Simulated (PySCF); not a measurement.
# C3H10GeO (GeHMe2(OMe)): the cost of one run

Programs: PySCF 2.14.0, with routines of our own; each step states its level. All values are computed. Atoms count from 0.

### Step 1. The system as given

15 atoms, charge 0, multiplicity 1; geometry from: GFN2-xTB.

### Step 2. Magnetic properties: GIAO PBE/def2-SVP

Job settings and geometry (Å):

```
{"job": {"kind": "mag", "xc": "PBE", "basis": "def2-SVP"}, "charge": 0, "multiplicity": 1}
Ge     0.053510     0.559620     0.349480
H      0.137260     0.783390     1.860200
C      1.843430     0.067970    -0.359760
H      1.747770    -0.279220    -1.385620
H      2.296480    -0.724480     0.230390
H      2.512010     0.922300    -0.348110
C     -0.855890     2.024500    -0.599740
H     -0.921880     1.788820    -1.658390
H     -0.316070     2.960000    -0.485950
H     -1.863510     2.155680    -0.217460
O     -1.079390    -0.784870     0.078770
C     -0.910640    -2.100210     0.545690
H     -0.003800    -2.560450     0.143140
H     -1.775220    -2.674720     0.209750
H     -0.864050    -2.138310     1.637600
```

Level: GIAO PBE/def2-SVP magnetisability, rotational g tensor and spin-rotation constants, non-relativistic, gas phase.

Run with:

```bash
$ OMP_NUM_THREADS=1 python excited_run.py task.json out
```

The driver reads the jobs from task.json and runs them one after another.

Q: Estimate the wall time and peak memory of this first job on 1 thread of Intel Xeon 6975P-C, shared host.

About 23 s, with a peak of 0.61 GiB.
